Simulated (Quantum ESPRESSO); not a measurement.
# GaGe (F-43m) in Quantum ESPRESSO: a series of runs

The runs below take GaGe through phonons, phonons and electron-phonon coupling, with LDA, PBE.

Everything below comes from runs of Quantum ESPRESSO 7.5. Logs are shortened: lines on timing, memory, paths and dates and some standing lists are left out, and cuts for length are marked.

**1. Starting point**

The structure is cubic, space group F-43m (No. 216). Conventional cell: a = 5.796 Å, b = 5.796 Å, c = 5.796 Å, α = 90.00°, β = 90.00°, γ = 90.00°. Around Ge (site symmetry -43m) lie 4 Ga at 2.51 Å. Around Ga (site symmetry -43m) lie 4 Ge at 2.51 Å.

The cell comes from a database or a generator and needn't be the stable form of this composition.

**2. Phonons, LDA**

Contents of pw.in:

```
&CONTROL
  calculation = 'scf'
  prefix = 'pwscf'
  outdir = './tmp'
  pseudo_dir = './pseudo'
  tprnfor = .true.
  tstress = .true.
  disk_io = 'low'
/
&SYSTEM
  ibrav = 0
  nat = 2
  ntyp = 2
  ecutwfc = 56
  ecutrho = 448
  nbnd = 24
  occupations = 'smearing'
  smearing = 'mv'
  degauss = 0.01469973
/
&ELECTRONS
  conv_thr = 4d-10
  electron_maxstep = 120
  mixing_beta = 0.5
/
ATOMIC_SPECIES
Ge    72.6300 ge_lda_v1.4.uspp.F.UPF
Ga    69.7230 ga_lda_v1.4.uspp.F.UPF
CELL_PARAMETERS angstrom
   0.0000000000    2.8978440000    2.8978440000
   2.8978440000    0.0000000000    2.8978440000
   2.8978440000    2.8978440000    0.0000000000
ATOMIC_POSITIONS crystal
Ge     0.0000000000    0.0000000000    0.0000000000
Ga     0.2500000000    0.2500000000    0.2500000000
K_POINTS automatic
7 7 7 0 0 0
```

Contents of relax.in:

```
&CONTROL
  calculation = 'vc-relax'
  prefix = 'pwscf'
  outdir = './tmp'
  pseudo_dir = './pseudo'
  tprnfor = .true.
  tstress = .true.
  disk_io = 'low'
  nstep = 40
  forc_conv_thr = 0.0001
  etot_conv_thr = 1d-06
/
&SYSTEM
  ibrav = 0
  nat = 2
  ntyp = 2
  ecutwfc = 56
  ecutrho = 448
  nbnd = 24
  occupations = 'smearing'
  smearing = 'mv'
  degauss = 0.01469973
/
&ELECTRONS
  conv_thr = 4d-10
  electron_maxstep = 120
  mixing_beta = 0.5
/
&IONS
  ion_dynamics = 'bfgs'
/
&CELL
  cell_dynamics = 'bfgs'
  press = 0
  press_conv_thr = 0.2
/
ATOMIC_SPECIES
Ge    72.6300 ge_lda_v1.4.uspp.F.UPF
Ga    69.7230 ga_lda_v1.4.uspp.F.UPF
CELL_PARAMETERS angstrom
   0.0000000000    2.8978440000    2.8978440000
   2.8978440000    0.0000000000    2.8978440000
   2.8978440000    2.8978440000    0.0000000000
ATOMIC_POSITIONS crystal
Ge     0.0000000000    0.0000000000    0.0000000000
Ga     0.2500000000    0.2500000000    0.2500000000
K_POINTS automatic
7 7 7 0 0 0
```

Contents of scf2.in:

```
&CONTROL
  calculation = 'scf'
  prefix = 'pwscf'
  outdir = './tmp'
  pseudo_dir = './pseudo'
  tprnfor = .true.
  tstress = .true.
  disk_io = 'low'
/
&SYSTEM
  ibrav = 0
  nat = 2
  ntyp = 2
  ecutwfc = 56
  ecutrho = 448
  nbnd = 24
  occupations = 'smearing'
  smearing = 'mv'
  degauss = 0.01469973
/
&ELECTRONS
  conv_thr = 1d-13
  electron_maxstep = 120
  mixing_beta = 0.5
  startingpot = 'file'
  startingwfc = 'file'
/
ATOMIC_SPECIES
Ge    72.6300 ge_lda_v1.4.uspp.F.UPF
Ga    69.7230 ga_lda_v1.4.uspp.F.UPF
CELL_PARAMETERS angstrom
   0.0000000000    2.8204128812    2.8204128812
   2.8204128812    0.0000000000    2.8204128812
   2.8204128812    2.8204128812    0.0000000000
ATOMIC_POSITIONS crystal
Ge     0.0000000000    0.0000000000    0.0000000000
Ga     0.2500000000    0.2500000000    0.2500000000
K_POINTS automatic
7 7 7 0 0 0
```

Contents of ph.in:

```
phonons of GaGe
&INPUTPH
  prefix = 'pwscf'
  outdir = './tmp'
  tr2_ph = 1d-18
  fildyn = 'dyn'
  niter_ph = 90
  alpha_mix(1) = 0.4
/
0.0000000000 0.0000000000 0.0000000000
```

Contents of dynmat.in:

```
&INPUT
  fildyn = 'dyn'
  asr = 'crystal'
  filout = 'dynmat.disp'
  fileig = 'dynmat.eig'
/
```

Potentials or basis: GBRV 1.5 LDA.

The run is started by

```sh
OMP_NUM_THREADS=1 pw.x -in pw.in > pw.out
OMP_NUM_THREADS=1 pw.x -in relax.in > relax.out
OMP_NUM_THREADS=1 pw.x -in scf2.in > scf2.out
OMP_NUM_THREADS=1 ph.x -in ph.in > ph.out
OMP_NUM_THREADS=1 dynmat.x -in dynmat.in > dynmat.out
```

pw.out:

```text
This program is part of the open-source Quantum ESPRESSO suite
     for quantum simulation of materials; please cite
[... 9 lines left out ...]
     --------------------
     sticks:   dense  smooth     PW     G-vecs:    dense   smooth      PW
     Sum        1843     925    283                52393    18643    3071

     Using Slab Decomposition

     bravais-lattice index     =            0
     lattice parameter (alat)  =       7.7444  a.u.
     unit-cell volume          =     328.4366 (a.u.)^3
     number of atoms/cell      =            2
     number of atomic types    =            2
     number of electrons       =        33.00
     number of Kohn-Sham states=           24
     kinetic-energy cutoff     =      56.0000  Ry
     charge density cutoff     =     448.0000  Ry
     scf convergence threshold =      4.0E-10
     mixing beta               =       0.5000
     number of iterations used =            8  plain     mixing
     Exchange-correlation=  SLA  PZ   NOGX NOGC
                           (   1   1   0   0   0   0   0)

     celldm(1)=   7.744419  celldm(2)=   0.000000  celldm(3)=   0.000000
     celldm(4)=   0.000000  celldm(5)=   0.000000  celldm(6)=   0.000000

     crystal axes: (cart. coord. in units of alat)
               a(1) = (   0.000000   0.707107   0.707107 )
               a(2) = (   0.707107   0.000000   0.707107 )
               a(3) = (   0.707107   0.707107   0.000000 )

     reciprocal axes: (cart. coord. in units 2 pi/alat)
               b(1) = ( -0.707107  0.707107  0.707107 )
               b(2) = (  0.707107 -0.707107  0.707107 )
               b(3) = (  0.707107  0.707107 -0.707107 )

     PseudoPot. # 1 for Ge read from file:
     ge_lda_v1.4.uspp.F.UPF
     Pseudo is Ultrasoft + core correction, Zval = 14.0
     Generated by new atomic code, or converted to UPF format
     Using radial grid of  873 points,  6 beta functions with:
                l(1) =   0
                l(2) =   0
                l(3) =   1
                l(4) =   1
                l(5) =   2
                l(6) =   2
     Q(r) pseudized with  8 coefficients,  rinner =    1.400   1.400   1.400
                                                       1.400   1.400

     PseudoPot. # 2 for Ga read from file:
     ga_lda_v1.4.uspp.F.UPF
     Pseudo is Ultrasoft + core correction, Zval = 19.0
     Generated by new atomic code, or converted to UPF format
     Using radial grid of  871 points,  6 beta functions with:
                l(1) =   0
                l(2) =   0
                l(3) =   1
                l(4) =   1
                l(5) =   2
                l(6) =   2
     Q(r) pseudized with  8 coefficients,  rinner =    1.250   1.250   1.250
                                                       1.250   1.250

     atomic species   valence    mass     pseudopotential
     Ge               14.00    72.63000     Ge( 1.00)
     Ga               19.00    69.72300     Ga( 1.00)

     24 Sym. Ops. (no inversion) found

   Cartesian axes

     site n.     atom                  positions (alat units)
         1        Ge     tau(   1) = (   0.0000000   0.0000000   0.0000000  )
         2        Ga     tau(   2) = (   0.3535534   0.3535534   0.3535534  )

     number of k points=    20  Marzari-Vanderbilt smearing, width (Ry)=  0.0147
                       cart. coord. in units 2pi/alat
        k(    1) = (   0.0000000   0.0000000   0.0000000), wk =   0.0058309
        k(    2) = (   0.1010153   0.1010153  -0.1010153), wk =   0.0466472
        k(    3) = (   0.2020305   0.2020305  -0.2020305), wk =   0.0466472
        k(    4) = (   0.3030458   0.3030458  -0.3030458), wk =   0.0466472
        k(    5) = (   0.2020305  -0.0000000   0.0000000), wk =   0.0349854
        k(    6) = (   0.3030458   0.1010153  -0.1010153), wk =   0.1399417
[... 12 lines left out ...]
        k(   19) = (  -0.1010153  -0.5050763   0.7071068), wk =   0.1399417
        k(   20) = (  -0.0000000  -0.4040610   0.6060915), wk =   0.1399417

     Dense  grid:    52393 G-vectors     FFT dimensions: (  54,  54,  54)

     Smooth grid:    18643 G-vectors     FFT dimensions: (  40,  40,  40)

     Check: negative core charge=   -0.000001

     Initial potential from superposition of free atoms

     starting charge      31.9993, renormalised to      33.0000
     Starting wfcs are   21 randomized atomic wfcs +    3 random wfcs

     Self-consistent Calculation

     iteration #  1     ecut=    56.00 Ry     beta= 0.50
     Davidson diagonalization with overlap
     ethr =  1.00E-02,  avg # of iterations =  5.5

     total energy              =    -626.92320779 Ry
     estimated scf accuracy    <       2.68306889 Ry

     iteration #  2     ecut=    56.00 Ry     beta= 0.50
     Davidson diagonalization with overlap
     ethr =  8.13E-03,  avg # of iterations =  2.0
[... 50 lines left out ...]
     total energy              =    -628.02977650 Ry
     estimated scf accuracy    <          5.6E-10 Ry

     iteration # 10     ecut=    56.00 Ry     beta= 0.50
     Davidson diagonalization with overlap
     ethr =  1.70E-12,  avg # of iterations =  3.6

     End of self-consistent calculation

          k = 0.0000 0.0000 0.0000 (  2277 PWs)   bands (ev):

   -86.9880 -86.9880 -86.9880 -17.4958 -17.4958 -17.4958 -17.4764 -17.4764
    -7.8302  -7.8302  -7.8302  -7.7701  -7.7701  -4.0501   8.2089   8.2089
     8.2089   8.3838  10.8678  10.8678  10.8678  14.0815  17.3153  17.3153

          k = 0.1010 0.1010-0.1010 (  2316 PWs)   bands (ev):

   -86.9880 -86.9880 -86.9880 -17.4958 -17.4954 -17.4954 -17.4763 -17.4763
    -7.8354  -7.8268  -7.8268  -7.7704  -7.7704  -3.8127   5.7325   7.8351
     7.8351   9.2776  11.3687  11.3687  11.8474  15.2649  16.2188  16.2188
[... 79 lines left out ...]
          k =-0.0000-0.6061 0.6061 (  2316 PWs)   bands (ev):

   -86.9880 -86.9880 -86.9880 -17.4985 -17.4911 -17.4908 -17.4778 -17.4734
    -7.8764  -7.7980  -7.7951  -7.7854  -7.7645  -1.0319   0.7236   4.5701
     5.4211   8.9899  10.1809  16.2923  16.5225  17.4005  18.8385  20.3831

          k = 0.4041 0.2020 0.0000 (  2336 PWs)   bands (ev):

   -86.9880 -86.9880 -86.9880 -17.4967 -17.4933 -17.4927 -17.4768 -17.4747
    -7.8590  -7.8120  -7.8093  -7.7771  -7.7671  -2.5510   2.7064   5.0875
     6.3566  10.6071  11.1311  12.4147  14.2543  16.2488  18.1326  18.9306

          k =-0.2020-0.4041 0.6061 (  2316 PWs)   bands (ev):

   -86.9880 -86.9880 -86.9880 -17.4958 -17.4938 -17.4919 -17.4765 -17.4747
    -7.8634  -7.8105  -7.8044  -7.7757  -7.7685  -1.7307   1.4385   4.4747
     5.8568  10.7968  11.5306  13.2111  14.7316  16.2286  18.1355  19.1566
[... 7 lines left out ...]
          k =-0.0000-0.4041 0.6061 (  2317 PWs)   bands (ev):

   -86.9880 -86.9880 -86.9880 -17.4960 -17.4937 -17.4908 -17.4768 -17.4743
    -7.8681  -7.8069  -7.7986  -7.7782  -7.7688  -1.1118   0.9328   4.0588
     5.1244  10.7015  12.8002  13.3172  13.6691  17.1760  18.4898  20.6950

     the Fermi energy is     6.4985 ev

!    total energy              =    -628.02977650 Ry
     estimated scf accuracy    <          4.0E-12 Ry
     smearing contrib. (-TS)   =      -0.00086653 Ry
     internal energy E=F+TS    =    -628.02890997 Ry

     The total energy is F=E-TS. E is the sum of the following terms:
     one-electron contribution =    -536.24695061 Ry
     hartree contribution      =     285.22168105 Ry
     xc contribution           =    -104.87740451 Ry
     ewald contribution        =    -272.12623591 Ry

     convergence has been achieved in  10 iterations

     Forces acting on atoms (cartesian axes, Ry/au):

     atom    1 type  1   force =    -0.00000000    0.00000000   -0.00000000
     atom    2 type  2   force =     0.00000000   -0.00000000    0.00000000

     Total force =     0.000000     Total SCF correction =     0.000000

     Computing stress (Cartesian axis) and pressure

          total   stress  (Ry/bohr**3)                   (kbar)     P=      -40.83
  -0.00027755   0.00000000   0.00000000          -40.83        0.00        0.00
   0.00000000  -0.00027755   0.00000000            0.00      -40.83        0.00
   0.00000000   0.00000000  -0.00027755            0.00        0.00      -40.83

=------------------------------------------------------------------------------=
   JOB DONE.
=------------------------------------------------------------------------------=
```

scf2.out:

```text
This program is part of the open-source Quantum ESPRESSO suite
     for quantum simulation of materials; please cite
[... 9 lines left out ...]
     --------------------
     sticks:   dense  smooth     PW     G-vecs:    dense   smooth      PW
     Sum        1759     871    253                48455    17153    2741
[... 263 lines left out ...]
   0.00000278   0.00000000  -0.00000000            0.41        0.00       -0.00
   0.00000000   0.00000278  -0.00000000            0.00        0.41       -0.00
  -0.00000000  -0.00000000   0.00000278           -0.00       -0.00        0.41

=------------------------------------------------------------------------------=
   JOB DONE.
=------------------------------------------------------------------------------=
```

It took 14 min on 1 thread of AMD EPYC (Zen 3), shared host; peak memory 0.24 GiB.

Results:

```yaml
Free_energy: -8544.8312 eV
Relaxed_volume: 22.44 Å³/atom
Relaxed_cell: a = 3.989 Å, b = 3.989 Å, c = 3.989 Å, α = 60.00°, β = 60.00°, γ = 60.00°
Space_group_after_relaxing_to_0.05_Å: F-43m (No. 216)
Pressure_after_relaxing: 0.0 GPa
Band_gap_on_the_k_mesh: none (metal or under the smearing width)
Highest_phonon_frequency_at_Γ: 176 cm⁻¹
```

Step by step:
| step | energy change (eV) | largest force (eV/Å) | pressure (GPa) | volume (Å³) |
| --- | --- | --- | --- | --- |
| 1 | 0.0000 | 0.0000 | -4.08 | 48.67 |
| 2 | -0.0228 | 0.0000 | -3.19 | 47.66 |
| 3 | -0.0453 | 0.0000 | -1.63 | 46.18 |
| 4 | -0.0519 | 0.0000 | 0.22 | 44.71 |
| 5 | -0.0520 | 0.0000 | -0.01 | 44.88 |
| 6 | -0.0520 | 0.0000 | 0.00 | 44.87 |

Final structure:
```
CELL_PARAMETERS angstrom
0.00000 2.82041 2.82041
2.82041 0.00000 2.82041
2.82041 2.82041 0.00000
ATOMIC_POSITIONS crystal
Ge 0.00000 0.00000 0.00000
Ga 0.25000 0.25000 0.25000
```

Levels at points of the mesh, in eV from the Fermi level:
```csv
k point,band 15,band 16,band 17,band 18,band 19,band 20
"(0.00, 0.00, 0.00)",1.88,1.88,1.88,2.70,4.55,4.55
```

Phonon frequencies in cm⁻¹ (negative: imaginary):
```
              q point           frequencies
(0.000, 0.000, 0.000)  -7 -7 -7 176 176 176
```

Optical modes at Γ, degenerate ones joined:
| cm⁻¹ | components | symmetry | active in |
| --- | --- | --- | --- |
| 176 | 3 | T2 | IR and Raman |

Caveat: the mesh is thin for the phonons of a metal.

**3. Phonons, LDA, target pressure 5 GPa, at which the enthalpy is minimised**

pw.in is that of step 2.

relax.in: that of step 2 with these lines changed.

```diff
@@ -33,3 +33,3 @@
   cell_dynamics = 'bfgs'
-  press = 0
+  press = 50
   press_conv_thr = 0.2
```

scf2.in: that of step 2 with these lines changed.

```diff
@@ -31,5 +31,5 @@
 CELL_PARAMETERS angstrom
-   0.0000000000    2.8204128812    2.8204128812
-   2.8204128812    0.0000000000    2.8204128812
-   2.8204128812    2.8204128812    0.0000000000
+   0.0000000000    2.7553082214    2.7553082214
+   2.7553082214    0.0000000000    2.7553082214
+   2.7553082214    2.7553082214    0.0000000000
 ATOMIC_POSITIONS crystal
```

ph.in is that of step 2.

dynmat.in is that of step 2.

Potentials or basis: GBRV 1.5 LDA.

The run is started by

```sh
OMP_NUM_THREADS=1 pw.x -in pw.in > pw.out
OMP_NUM_THREADS=1 pw.x -in relax.in > relax.out
OMP_NUM_THREADS=1 pw.x -in scf2.in > scf2.out
OMP_NUM_THREADS=1 ph.x -in ph.in > ph.out
OMP_NUM_THREADS=1 dynmat.x -in dynmat.in > dynmat.out
```

pw.out:

```text
This program is part of the open-source Quantum ESPRESSO suite
     for quantum simulation of materials; please cite
[... 9 lines left out ...]
     --------------------
     sticks:   dense  smooth     PW     G-vecs:    dense   smooth      PW
     Sum        1843     925    283                52393    18643    3071

     Using Slab Decomposition

     bravais-lattice index     =            0
     lattice parameter (alat)  =       7.7444  a.u.
     unit-cell volume          =     328.4366 (a.u.)^3
     number of atoms/cell      =            2
     number of atomic types    =            2
     number of electrons       =        33.00
     number of Kohn-Sham states=           24
     kinetic-energy cutoff     =      56.0000  Ry
     charge density cutoff     =     448.0000  Ry
     scf convergence threshold =      4.0E-10
     mixing beta               =       0.5000
     number of iterations used =            8  plain     mixing
     Exchange-correlation=  SLA  PZ   NOGX NOGC
                           (   1   1   0   0   0   0   0)

     celldm(1)=   7.744419  celldm(2)=   0.000000  celldm(3)=   0.000000
     celldm(4)=   0.000000  celldm(5)=   0.000000  celldm(6)=   0.000000

     crystal axes: (cart. coord. in units of alat)
               a(1) = (   0.000000   0.707107   0.707107 )
               a(2) = (   0.707107   0.000000   0.707107 )
               a(3) = (   0.707107   0.707107   0.000000 )
[... 85 lines left out ...]

     total energy              =    -626.92320779 Ry
     estimated scf accuracy    <       2.68306889 Ry
[... 57 lines left out ...]
     iteration # 10     ecut=    56.00 Ry     beta= 0.50
     Davidson diagonalization with overlap
     ethr =  1.70E-12,  avg # of iterations =  3.6

     End of self-consistent calculation

          k = 0.0000 0.0000 0.0000 (  2277 PWs)   bands (ev):

   -86.9880 -86.9880 -86.9880 -17.4958 -17.4958 -17.4958 -17.4764 -17.4764
    -7.8302  -7.8302  -7.8302  -7.7701  -7.7701  -4.0501   8.2089   8.2089
     8.2089   8.3838  10.8678  10.8678  10.8678  14.0815  17.3153  17.3153

          k = 0.1010 0.1010-0.1010 (  2316 PWs)   bands (ev):
[... 85 lines left out ...]
   -86.9880 -86.9880 -86.9880 -17.4985 -17.4911 -17.4908 -17.4778 -17.4734
    -7.8764  -7.7980  -7.7951  -7.7854  -7.7645  -1.0319   0.7236   4.5701
     5.4211   8.9899  10.1809  16.2923  16.5225  17.4005  18.8385  20.3831

          k = 0.4041 0.2020 0.0000 (  2336 PWs)   bands (ev):

   -86.9880 -86.9880 -86.9880 -17.4967 -17.4933 -17.4927 -17.4768 -17.4747
    -7.8590  -7.8120  -7.8093  -7.7771  -7.7671  -2.5510   2.7064   5.0875
     6.3566  10.6071  11.1311  12.4147  14.2543  16.2488  18.1326  18.9306

          k =-0.2020-0.4041 0.6061 (  2316 PWs)   bands (ev):
[... 13 lines left out ...]
   -86.9880 -86.9880 -86.9880 -17.4960 -17.4937 -17.4908 -17.4768 -17.4743
    -7.8681  -7.8069  -7.7986  -7.7782  -7.7688  -1.1118   0.9328   4.0588
     5.1244  10.7015  12.8002  13.3172  13.6691  17.1760  18.4898  20.6950

     the Fermi energy is     6.4985 ev

!    total energy              =    -628.02977650 Ry
     estimated scf accuracy    <          4.0E-12 Ry
     smearing contrib. (-TS)   =      -0.00086653 Ry
     internal energy E=F+TS    =    -628.02890997 Ry

     The total energy is F=E-TS. E is the sum of the following terms:
     one-electron contribution =    -536.24695061 Ry
     hartree contribution      =     285.22168105 Ry
     xc contribution           =    -104.87740451 Ry
     ewald contribution        =    -272.12623591 Ry

     convergence has been achieved in  10 iterations

     Forces acting on atoms (cartesian axes, Ry/au):

     atom    1 type  1   force =     0.00000000   -0.00000000   -0.00000000
     atom    2 type  2   force =     0.00000000    0.00000000    0.00000000

     Total force =     0.000000     Total SCF correction =     0.000000

     Computing stress (Cartesian axis) and pressure

          total   stress  (Ry/bohr**3)                   (kbar)     P=      -40.83
  -0.00027755  -0.00000000   0.00000000          -40.83       -0.00        0.00
  -0.00000000  -0.00027755  -0.00000000           -0.00      -40.83       -0.00
   0.00000000  -0.00000000  -0.00027755            0.00       -0.00      -40.83

=------------------------------------------------------------------------------=
   JOB DONE.
=------------------------------------------------------------------------------=
```

Run time: 13 min. Hardware: 1 thread of AMD EPYC (Zen 3), shared host; peak memory 0.24 GiB.

Results:

```yaml
Free_energy: -8544.7843 eV
Relaxed_volume: 20.92 Å³/atom
Relaxed_cell: a = 3.897 Å, b = 3.897 Å, c = 3.897 Å, α = 60.00°, β = 60.00°, γ = 60.00°
Space_group_after_relaxing_to_0.05_Å: F-43m (No. 216)
Pressure_after_relaxing: 5.1 GPa
Band_gap_on_the_k_mesh: none (metal or under the smearing width)
Highest_phonon_frequency_at_Γ: 208 cm⁻¹
```

Step by step:
```csv
step,energy change (eV),largest force (eV/Å),pressure (GPa),volume (Å³)
1,0.0000,0.0000,-4.08,48.67
2,-0.0423,0.0000,-1.95,46.45
3,-0.0399,0.0000,2.44,43.25
4,0.0010,0.0000,5.49,41.58
5,-0.0075,0.0000,4.98,41.84
6,-0.0072,0.0000,5.00,41.84
```

Final structure:
```
CELL_PARAMETERS angstrom
0.00000 2.75531 2.75531
2.75531 0.00000 2.75531
2.75531 2.75531 0.00000
ATOMIC_POSITIONS crystal
Ge 0.00000 0.00000 0.00000
Ga 0.25000 0.25000 0.25000
```

Phonon frequencies in cm⁻¹ (negative: imaginary):
```csv
q point,frequencies
"(0.000, 0.000, 0.000)",-8 -8 -8 208 208 208
```

Optical modes at Γ, degenerate ones joined:
| cm⁻¹ | components | symmetry | active in |
| --- | --- | --- | --- |
| 208 | 3 | T2 | IR and Raman |

Caveat: the mesh is thin for the phonons of a metal; the cell is more than 3 GPa from zero pressure, which shifts response properties.

(Continued in part 2 of 6.)
